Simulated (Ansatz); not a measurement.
# GeH₄O (singlet): the correlation ladder, cc-pVDZ

How much of the correlation energy of GeH₄O (singlet) does each wave-function method recover here?

Method: cc-pVDZ, core rule «outside noble gas», up to 15 orbitals frozen; program: Ansatz 0.2.0, Gaussian basis.

The runs, in order: UHF; CCSD(T) on RHF; BCCD(T) on RHF; CISD; CCSDT(Q) on RHF.

17 further runs of the same task are left out: 1 for a known fault of the program, 6 that didn't finish, 10 set aside as unsound or not needed.

## Step 1: The geometry

The geometry is a PBE0/def2-TZVP stationary point (not a proven minimum). No spin-orbit coupling is included. The filled d shell of Ge may be among the frozen orbitals whatever the setting's name suggests; the logs give the count.

6 atoms, charge 0, spin multiplicity 1.

Atoms are counted from 1 here; the program's logs count them from 0.

Bond lengths: Ge1–O2 1.783 Å, Ge1–H3 1.541 Å, Ge1–H4 1.531 Å, Ge1–H5 1.541 Å, O2–H6 0.959 Å. Angles: O2–Ge1–H3 109.9°, O2–Ge1–H4 104.3°, O2–Ge1–H5 109.9°, H3–Ge1–H4 111.4°, H3–Ge1–H5 109.7°, H4–Ge1–H5 111.4°, Ge1–O2–H6 112.7°.

## Step 2: UHF

in.yaml

```yaml
crystal:
  periodic: [false, false, false]
  atoms:
    - {symbol: Ge, position_ang: [0.000000, -0.011677, 0.315636]}
    - {symbol: O, position_ang: [0.000000, 0.105329, -1.463675]}
    - {symbol: H, position_ang: [1.259685, -0.760144, 0.793059]}
    - {symbol: H, position_ang: [0.000000, 1.443682, 0.790510]}
    - {symbol: H, position_ang: [-1.259685, -0.760144, 0.793059]}
    - {symbol: H, position_ang: [0.000000, -0.753786, -1.890382]}
basis:
  gaussian: {orbitals: cc-pVDZ}
magnetization: {spin_polarized: true, initial_magnetization: 0}
hamiltonian: {xc: hf}
output: {orbitals: {seedname: orbitals}}
```

On the command line:

```bash
$ ansatz run in.yaml --threads 1 --pin off --events-out ev --progress --plain --max-ram 2393MiB
```

The runs that follow: CCSD(T) on RHF; BCCD(T) on RHF; CISD; CCSDT(Q) on RHF.

Before running them: what should the planned runs give, taken together? Wanted: RCCSDT(Q) below the RHF energy; RMP2 from RCCSDT(Q); RCCSD from RCCSDT(Q); RCCSD(T) from RCCSDT(Q); T1 diagnostic.

The runs gave:

| quantity | value |
| --- | --- |
| RCCSDT(Q) below the RHF energy | -8.9891 eV |
| RMP2 from RCCSDT(Q) | +21.75 kcal/mol |
| RCCSD from RCCSDT(Q) | +4.85 kcal/mol |
| RCCSD(T) from RCCSDT(Q) | +0.85 kcal/mol |
| levels within 1 kcal/mol (43 meV) | RCCSD(T), BCCD(T), RCCSDT |
| T1 diagnostic | 0.012 |

**Reading.** RCCSD(T) lands +0.85 kcal/mol from the yardstick (0.4 % of the correlation energy). These misses are within one basis, not against nature.
